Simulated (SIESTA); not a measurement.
Crystal: In3As.

```
In As
1.0
     4.67168    0.00000    0.00000
     0.00000    4.67168    0.00000
     0.00000    0.00000    4.67168
In As
3 1
Direct
  0.50000 0.50000 0.00000
  0.50000 0.00000 0.50000
  0.00000 0.50000 0.50000
  0.00000 0.00000 0.00000
```

The cell comes from a database or a generator and needn't be the stable form of this composition.

| Item | Value |
| --- | --- |
| Program | SIESTA 5.4.2 |
| Task | single point |
| Functional | PBE |
| Potentials or basis | PseudoDojo 0.4 standard (PBE files) |
| Basis | DZP (energy shift 0.003 Ry; two zetas on semicore shells) |
| Grid cutoff | 500 Ry |
| Energy shift | 0.003 Ry |
| k mesh | 6 × 6 × 6 |
| Occupations | fermi-dirac, width 0.05 eV |
| Spin | no spin polarisation |

On this cell: pressure 1.5 GPa; largest force zero by symmetry; band gap on the k mesh none (metal or under the smearing width).

The same run follows on a disturbed copy (atoms moved at random, drawn with an rms of 0.05 Å):

```
In As
1.0
     4.67168    0.00000    0.00000
     0.00000    4.67168    0.00000
     0.00000    0.00000    4.67168
In As
3 1
Direct
  0.50287 0.49799 0.99110
  0.49374 0.98827 0.49555
  0.99021 0.49748 0.51025
  0.99893 0.00834 0.99706
```

Q: What changes?

A: The energy (extrapolated to zero smearing) moves by +1.9 meV/atom; pressure 1.5 GPa; largest force 0.200 eV/Å; band gap on the k mesh none (metal or under the smearing width).

Forces in eV/Å, atoms in the order of the input:
```
In  -0.081 -0.066  0.171
In  -0.042  0.068 -0.077
In   0.092 -0.062 -0.137
As   0.031  0.060  0.044
```

Stress tensor (GPa, compression positive):
```
 1.56 -0.04 -0.05
-0.04  1.50 -0.04
-0.05 -0.04  1.56
```

Caveats: the basis of atomic orbitals isn't converged, which shifts pressures, moduli and gaps.
